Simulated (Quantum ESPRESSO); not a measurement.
BiTe:

```
Bi Te
1.0
     2.42271    1.39875    3.31729
    -2.42271    1.39875    3.31729
     0.00000   -2.79750    3.31729
Bi Te
1 1
Direct
  0.50000 0.50000 0.50000
  0.00000 0.00000 0.00000
```

The cell comes from a database or a generator and needn't be the stable form of this composition.

Base run:

* Program: Quantum ESPRESSO 7.5
* Functional: PBE
* Potentials or basis: SSSP 1.3 efficiency PBE
* Cutoff: 748 eV
* Density cutoff: 5987 eV
* k mesh: 7 × 7 × 7
* Occupations: fermi-dirac, width 0.05 eV
* Spin: no spin polarisation

Its results: band gap on the k mesh none (metal or under the smearing width); pressure -0.1 GPa.

Problem. After a change of settings the same cell gave: band gap on the k mesh none (metal or under the smearing width); pressure -3.4 GPa. Which change was it?
A. functional from PBE to LDA; potentials or basis from SSSP 1.3 efficiency PBE to PseudoDojo 0.4.1 SR LDA standard; cutoff from 748 eV to 1088 eV; density cutoff from 5987 eV to 4354 eV; valence electrons from 21 to 31
B. potentials or basis from SSSP 1.3 efficiency PBE to SG15 PBE 1.2; cutoff from 748 eV to 952 eV; density cutoff from 5987 eV to 3810 eV; k mesh from 7 × 7 × 7 to 3 × 3 × 3; valence electrons from 21 to 31
C. functional from PBE to PBEsol; potentials or basis from SSSP 1.3 efficiency PBE to PseudoDojo 0.4.1 SR PBEsol standard; cutoff from 748 eV to 1088 eV; density cutoff from 5987 eV to 4354 eV; valence electrons from 21 to 31

Solution. A.

Caveats: spin-orbit coupling is left out, which moves the levels of the heavy elements.

Not every run made on this cell is shown here.
